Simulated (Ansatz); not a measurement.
# C2H8Si: the cost of one run

Computed with Ansatz 0.2.0, Gaussian basis. Level: PBE0-D4/def2-TZVP structures, single points in def2-TZVPP, no counterpoise correction.

Levels: SPW92, PBE-D4, BLYP-D4, r2SCAN-D4, B97M-V, PBE0-D4, B3LYP-D4, r2SCAN0-D4, BHLYP-D4, CAM-B3LYP-D4, wB97X-V, wB97M-V, B2PLYP, PBE-QIDH, RPA on PBE, Hartree-Fock, MP2, CCSD, CCSD(T).

Cores are frozen in the correlated methods. B3LYP uses VWN-RPA correlation. B2PLYP carries no dispersion term here.

94 further runs of the same task are left out: 94 set aside as unsound or not needed. Runs told in other sessions of the task aren't counted.

## Step 1: Where the work starts

The complex: 14 atoms, charge 0, spin multiplicity 1.

Atoms are counted from 1 here; the program's logs count them from 0.

Bond lengths: Si1–H3 1.491 Å, Si1–H4 1.495 Å, Si1–C5 1.870 Å, Si1–C7 1.870 Å, S2–H6 1.343 Å, S2–H8 1.342 Å, C5–H9 1.093 Å, C5–H10 1.092 Å, C5–H11 1.093 Å, C7–H12 1.092 Å, C7–H13 1.093 Å, C7–H14 1.093 Å. Angles: H3–Si1–H4 106.5°, H3–Si1–C5 109.9°, H3–Si1–C7 109.8°, H4–Si1–C5 109.5°, H4–Si1–C7 109.3°, C5–Si1–C7 111.6°, H6–S2–H8 92.3°, Si1–C5–H9 110.7°, Si1–C5–H10 111.3°, Si1–C5–H11 110.5°, H9–C5–H10 108.0°, H9–C5–H11 108.0°, H10–C5–H11 108.3°, Si1–C7–H12 111.3°, Si1–C7–H13 110.7°, Si1–C7–H14 110.3°, H12–C7–H13 108.0°, H12–C7–H14 108.4° and more.

Geometry (Å):

| atom | x (Å) | y (Å) | z (Å) |
| --- | --- | --- | --- |
| Si1 | -1.0917 | 0.2536 | 0.0465 |
| S2 | 2.1695 | -2.1867 | 0.3122 |
| H3 | -2.4797 | 0.7940 | -0.0249 |
| H4 | -1.2186 | -1.2323 | 0.1523 |
| C5 | -0.2282 | 0.9147 | 1.5674 |
| H6 | 0.8310 | -2.2917 | 0.3422 |
| C7 | -0.1610 | 0.6859 | -1.5170 |
| H8 | 2.2130 | -2.4331 | -1.0058 |
| H9 | -0.1650 | 2.0053 | 1.5319 |
| H10 | -0.7629 | 0.6380 | 2.4788 |
| H11 | 0.7886 | 0.5194 | 1.6318 |
| H12 | -0.6551 | 0.2746 | -2.4001 |
| H13 | -0.0960 | 1.7698 | -1.6412 |
| H14 | 0.8562 | 0.2886 | -1.4742 |

Its parts: C₂H₈Si holds atoms 1, 3, 4, 5, 7, 9, 10, 11, 12, 13, 14; H₂S holds atoms 2, 6, 8. Each part counts its atoms afresh in its own runs.

## Step 2: Relaxing C₂H₈Si alone

File relax-a/in.yaml:

```yaml
crystal:
  periodic: [false, false, false]
  atoms:
    - {symbol: Si, position_ang: [-1.091674, 0.253646, 0.046486]}
    - {symbol: H, position_ang: [-2.479731, 0.793982, -0.024922]}
    - {symbol: H, position_ang: [-1.218610, -1.232348, 0.152339]}
    - {symbol: C, position_ang: [-0.228221, 0.914728, 1.567351]}
    - {symbol: C, position_ang: [-0.160983, 0.685858, -1.516975]}
    - {symbol: H, position_ang: [-0.164971, 2.005317, 1.531921]}
    - {symbol: H, position_ang: [-0.762876, 0.637956, 2.478764]}
    - {symbol: H, position_ang: [0.788577, 0.519371, 1.631815]}
    - {symbol: H, position_ang: [-0.655102, 0.274582, -2.400096]}
    - {symbol: H, position_ang: [-0.096018, 1.769774, -1.641176]}
    - {symbol: H, position_ang: [0.856171, 0.288559, -1.474172]}
basis:
  gaussian: {orbitals: def2-TZVP}
hamiltonian: {xc: pbe0, dispersion: d4}
relax: {f_tol: 0.005, max_steps: 200}
```

On the command line:

```bash
ansatz run in.yaml --threads 8 --pin off --events-out ev --progress --plain --max-ram 19148MiB
```

**Question.** How long does this run take on 8 threads of Intel Xeon 6975P-C, shared host?

About 3 s.
